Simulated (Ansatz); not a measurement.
# GeN: the cost of one run

Method: def2-QZVPP, all electrons in the functionals; program: Ansatz 0.2.0, Gaussian basis.

To be run: PBE, BLYP, r2SCAN, B97M-V, PBE0, B3LYP, wB97M-V, at charge 0, doublet; charge 0, quartet; charge 1, singlet; charge 1, triplet.

8 further runs of the same task are left out: 8 set aside as unsound or not needed. Runs told in other sessions of the task aren't counted.

## Step 1: What is computed

The geometry is a PBE0/def2-TZVP stationary point (not a proven minimum). No spin-orbit coupling is included. The filled d shell of Ge may be among the frozen orbitals whatever the setting's name suggests.

2 atoms, charge 0, spin multiplicity 2.

Atoms are counted from 1 here; the program's logs count them from 0.

Bond lengths: Ge1–N2 1.739 Å.

No dispersion term is added; B97M-V, wB97M-V hold VV10 nonlocal correlation. B3LYP takes the VWN-RPA correlation.

The geometry shown and the zero of energy belong to the point charge 0, doublet. The yardstick, RCCSD(T), and other wave-function levels (R restricted, U unrestricted, valence and pair active spaces) come from earlier runs.

## Step 2: PBE, charge 0, doublet

in.yaml

```yaml
crystal:
  periodic: [false, false, false]
  atoms:
    - {symbol: Ge, position_ang: [0.000000, 0.000000, 0.000000]}
    - {symbol: N, position_ang: [0.000000, 0.000000, 1.738805]}
basis:
  gaussian: {orbitals: "def2-QZVPP.json"}
magnetization: {spin_polarized: true, initial_magnetization: 1}
hamiltonian: {xc: {name: PBE}}
output: {orbitals: {seedname: orbitals}}
```

Run with:

```
ansatz run in.yaml --threads 1 --pin off --events-out ev --progress --plain --max-ram 2393MiB
```

Q: Estimate wall time and peak memory on 1 thread of Intel Xeon 6975P-C, shared host.

About 6 s, with a peak of 0.27 GiB.
